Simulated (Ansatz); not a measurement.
# AlSiB₂H₇O₂: small, medium and large basis sets

How large a basis does AlSiB₂H₇O₂ need? Two functionals are run in growing sets.

Program: Ansatz 0.2.0, Gaussian basis. Level of theory: one geometry, several basis sets. These are calculated values, not measurements.

Plan: PBE0-D4/def2-SVP; ωB97M-V/def2-SVP; PBE0-D4/def2-QZVPP; ωB97M-V/def2-QZVPP; the functionals' def2-TZVPP values are taken from earlier runs.

## (1) Structure used throughout

The geometry comes from an earlier relaxation with PBE0-D4/def2-TZVP; it is a stationary point, not always the lowest conformer.

13 atoms, charge 0, spin multiplicity 1.

Atoms are counted from 1 here; the program's logs count them from 0.

Bond lengths: B1–B2 1.643 Å, B1–H7 1.199 Å, B1–H8 1.209 Å, B2–Si3 1.880 Å, B2–Al6 2.106 Å, B2–H9 1.192 Å, Si3–O4 1.624 Å, Si3–O5 1.617 Å, O4–H10 0.967 Å, O5–H11 0.961 Å, Al6–H12 1.605 Å, Al6–H13 1.584 Å. Angles: B2–B1–H7 119.3°, B2–B1–H8 125.9°, H7–B1–H8 114.8°, B1–B2–Si3 92.7°, B1–B2–Al6 87.8°, B1–B2–H9 127.9°, Si3–B2–Al6 95.3°, Si3–B2–H9 120.8°, Al6–B2–H9 123.0°, B2–Si3–O4 130.3°, B2–Si3–O5 123.7°, O4–Si3–O5 105.8°, Si3–O4–H10 114.7°, Si3–O5–H11 117.8°, B2–Al6–H12 120.5°, B2–Al6–H13 121.6°, H12–Al6–H13 117.9°.

## (2) PBE0-D4 in def2-SVP

in.yaml

```yaml
crystal:
  periodic: [false, false, false]
  atoms:
    - {symbol: B, position_ang: [-1.465742, 0.706309, -0.301824]}
    - {symbol: B, position_ang: [0.043541, 1.202693, 0.118191]}
    - {symbol: Si, position_ang: [0.865363, -0.197288, -0.829353]}
    - {symbol: O, position_ang: [0.614506, -1.800027, -0.762835]}
    - {symbol: O, position_ang: [1.937774, 0.031271, -2.017779]}
    - {symbol: Al, position_ang: [-0.185887, 0.116098, 1.907085]}
    - {symbol: H, position_ang: [-2.294036, 1.525324, -0.586645]}
    - {symbol: H, position_ang: [-1.858375, -0.436736, -0.314693]}
    - {symbol: H, position_ang: [0.488208, 2.308301, 0.081919]}
    - {symbol: H, position_ang: [0.090869, -2.095596, -0.005632]}
    - {symbol: H, position_ang: [2.279079, -0.745559, -2.469857]}
    - {symbol: H, position_ang: [-0.314531, -1.483021, 1.876752]}
    - {symbol: H, position_ang: [-0.180470, 0.833630, 3.319670]}
basis:
  gaussian: {orbitals: def2-SVP}
hamiltonian: {xc: pbe0, dispersion: d4}
output: {orbitals: {seedname: orbitals}}
```

Command:

```bash
$ ansatz run in.yaml --threads 4 --pin off --events-out ev --progress --plain --max-ram 10444MiB
```

After this run come: ωB97M-V in def2-SVP; PBE0-D4 in def2-QZVPP; ωB97M-V in def2-QZVPP.

Before running them: what should the planned runs give, taken together? Wanted: PBE0-D4: double and triple zeta above quadruple; ωB97M-V: double and triple zeta above quadruple.

The runs gave:

| quantity | value |
| --- | --- |
| PBE0-D4: double and triple zeta above quadruple | 12.84, 0.80 eV |
| ωB97M-V: double and triple zeta above quadruple | 13.04, 0.76 eV |

**Reading.** For PBE0-D4 the step from double to triple zeta gains 12.04 eV and the next only 0.80 eV. These are total energies; as a rule much of such shifts cancels in differences, which this series doesn't test.
